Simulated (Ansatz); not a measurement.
# Ga (Ga, dhcp): the cost of one run

Method: DFT r2SCAN, plane waves (500 eV) with PAW, scalar-relativistic; PAW files made under PBE, frozen cores solved again for the functional, in Ansatz 0.2.0.

**1. The starting structure**

It takes space group P6_3/mmc (No. 194, hexagonal). Conventional cell: a = 3.026 Å, b = 3.026 Å, c = 9.883 Å, α = 90.00°, β = 90.00°, γ = 120.00°. Around Ga (site symmetry -3m) lie 12 Ga at 3.03 Å. Ga (site symmetry -6m2) has 12 Ga at 3.03 Å as nearest neighbours.

Structure file:

```cif
data_structure
_symmetry_space_group_name_H-M 'P6_3/mmc'
_symmetry_Int_Tables_number 194
_cell_length_a 3.0261
_cell_length_b 3.0261
_cell_length_c 9.8833
_cell_angle_alpha 90.000
_cell_angle_beta 90.000
_cell_angle_gamma 120.000
_cell_volume 78.38
loop_
_atom_site_label
_atom_site_type_symbol
_atom_site_symmetry_multiplicity
_atom_site_Wyckoff_symbol
_atom_site_fract_x
_atom_site_fract_y
_atom_site_fract_z
_atom_site_occupancy
Ga1 Ga 2 a 0.00000 0.00000 0.00000 1
Ga2 Ga 2 c 0.33333 0.66667 0.25000 1
```

**2. Relaxing cell and atoms**

Contents of input.yaml:

```yaml
crystal:
  lattice:
    - [3.0261186087, 0.0, 0.0]
    - [-1.5130593044, 2.62069559, 0.0]
    - [0.0, 0.0, 9.8833033761]
  atoms:
    - { symbol: Ga, position: [0.0, 0.0, 0.0] }
    - { symbol: Ga, position: [0.0, 0.0, 0.5] }
    - { symbol: Ga, position: [0.3333333333, 0.6666666667, 0.25] }
    - { symbol: Ga, position: [0.6666666667, 0.3333333333, 0.75] }
hamiltonian:
  xc: r2scan
  pseudopotentials:
    kind: paw
    azcp:
      Ga: "pseudopotentials/Ga.paw.azcp"
basis:
  ecutwfc: 500
  fft_grid_basis: typed
kpoints:
  mp_grid: { grid: [12, 12, 4], shift: [0, 0, 0] }
magnetization:
  spin_polarized: false
scf:
  occupations: { method: fermi_dirac, width: 0.1 }
relax:
  max_steps: 60
  f_tol: 0.01
  cell: {}
```

Started as:

```bash
$ ansatz run input.yaml --threads 1 --pin off --max-ram 3584MiB --backend cpu --events-out ev --progress --plain --runs-dir out
```

**Question.** How long does this run take on 1 thread of Intel Xeon Platinum 8259CL at 2.50GHz (Skylake/Cascade Lake), shared host, and how much memory does it need?

About 4.9 min, with a peak of 0.81 GiB.
